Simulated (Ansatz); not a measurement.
**C₂H₅AlFGa: a ladder of functionals and wavefunction methods**

The task here is to estimate one member of a computed series from the others.

Computed with Ansatz 0.2.0, Gaussian basis. Level: functionals in def2-TZVPP, the program's frozen cores in correlated methods.

Plan: LDA (SPW92), PBE-D4, revPBE-D4, BLYP-D4, r2SCAN-D4, B97M-V, PBE0-D4, B3LYP-D4, r2SCANh-D4, r2SCAN0-D4, HSE06-D4, BHLYP-D4, CAM-B3LYP-D4, LC-ωPBE, ωB97X-V, ωB97M-V, B2PLYP, PBE-QIDH; CCSD(T)/def2-SVP; CCSD(T)/def2-TZVPP; MP2/def2-QZVPP; extrapolation to the limit; RPA on PBE.

**The relaxed structure**

The geometry comes from an earlier relaxation with PBE0-D4 in a triple-zeta def2 set; it is a stationary point, not always the lowest conformer.

10 atoms, charge 0, spin multiplicity 1.

Atoms are counted from 1 here; the program's logs count them from 0.

Bond lengths: F1–C2 1.352 Å, C2–Ga3 1.927 Å, C2–C4 1.335 Å, Ga3–H6 1.644 Å, Ga3–H7 1.550 Å, C4–Al5 1.985 Å, C4–H8 1.093 Å, Al5–H9 1.590 Å, Al5–H10 1.590 Å. Angles: F1–C2–Ga3 123.6°, F1–C2–C4 122.9°, Ga3–C2–C4 113.5°, C2–Ga3–H6 102.2°, C2–Ga3–H7 141.9°, H6–Ga3–H7 115.9°, C2–C4–Al5 116.5°, C2–C4–H8 117.3°, Al5–C4–H8 126.2°, C4–Al5–H9 117.6°, C4–Al5–H10 117.6°, H9–Al5–H10 120.8°.

Coordinates:

| atom | x (Å) | y (Å) | z (Å) |
| --- | --- | --- | --- |
| F1 | 0.1924 | -2.7128 | 0.2450 |
| C2 | 0.1208 | -1.3679 | 0.1309 |
| Ga3 | 1.6073 | -0.1885 | 0.4691 |
| C4 | -0.9940 | -0.7287 | -0.2315 |
| Al5 | -0.8868 | 1.2506 | -0.3383 |
| H6 | 0.9486 | 1.2898 | 0.1834 |
| H7 | 3.0994 | -0.1950 | 0.8878 |
| H8 | -1.8759 | -1.3394 | -0.4408 |
| H9 | -1.4856 | 2.0883 | 0.8736 |
| H10 | -0.7263 | 1.9037 | -1.7793 |

Set-up of the first run:

The input, in.yaml:

```yaml
crystal:
  periodic: [false, false, false]
  atoms:
    - {symbol: F, position_ang: [0.192444, -2.712830, 0.244996]}
    - {symbol: C, position_ang: [0.120774, -1.367904, 0.130948]}
    - {symbol: Ga, position_ang: [1.607346, -0.188542, 0.469147]}
    - {symbol: C, position_ang: [-0.993972, -0.728711, -0.231537]}
    - {symbol: Al, position_ang: [-0.886846, 1.250604, -0.338318]}
    - {symbol: H, position_ang: [0.948625, 1.289811, 0.183370]}
    - {symbol: H, position_ang: [3.099359, -0.194979, 0.887831]}
    - {symbol: H, position_ang: [-1.875868, -1.339436, -0.440755]}
    - {symbol: H, position_ang: [-1.485591, 2.088256, 0.873638]}
    - {symbol: H, position_ang: [-0.726261, 1.903730, -1.779331]}
basis:
  gaussian: {orbitals: def2-TZVPP}
hamiltonian: {xc: lda}
output: {orbitals: {seedname: orbitals}}
```

Run with:

```bash
$ ansatz run in.yaml --threads 4 --pin off --events-out ev --progress --plain --max-ram 10444MiB
```

Among the steps run: LDA; PBE-D4 (GGA); revPBE-D4 (GGA); BLYP-D4 (GGA); r2SCAN-D4 (meta-GGA); B97M-V (meta-GGA); B3LYP-D4 (hybrid); r2SCANh-D4 (hybrid); r2SCAN0-D4 (hybrid); HSE06-D4 (hybrid); BHLYP-D4 (hybrid); CAM-B3LYP-D4 (range-separated); LC-ωPBE (range-separated); ωB97X-V (range-separated); ωB97M-V (range-separated); B2PLYP (double hybrid); PBE-QIDH (double hybrid).

One of the session's tables, all rows but one given; the rest of the session is left out.

It belongs to the step «Frontier levels by functional». 

```
  functional  HOMO (eV)  LUMO (eV)  gap (eV)
 LDA (SPW92)      -6.53      -3.52      3.01
      PBE-D4      -6.42      -3.25      3.17
   revPBE-D4      -6.36      -3.13      3.23
     BLYP-D4      -6.30      -3.17      3.13
   r2SCAN-D4      -6.67      -3.06      3.61
      B97M-V      -6.74      -3.22      3.52
     PBE0-D4      -7.58      -2.45      5.12
    B3LYP-D4      -7.39      -2.71      4.68
  r2SCANh-D4      -7.10      -2.77      4.33
  r2SCAN0-D4      -7.75      -2.35      5.40
    HSE06-D4      -7.18      -2.82      4.36
    BHLYP-D4      -8.63      -1.68      6.95
CAM-B3LYP-D4      -8.90      -1.55      7.35
     LC-ωPBE     -10.23      -0.40      9.83
     ωB97X-V      -9.87      -0.52      9.35
     ωB97M-V          ?          ?         ?
```

**Question.** Estimate the row for ωB97M-V.

As computed: HOMO (eV): -9.74; LUMO (eV): -0.71; gap (eV): 9.02. In the column «HOMO (eV)» it lies between ωB97X-V (-9.87) and CAM-B3LYP-D4 (-8.90).
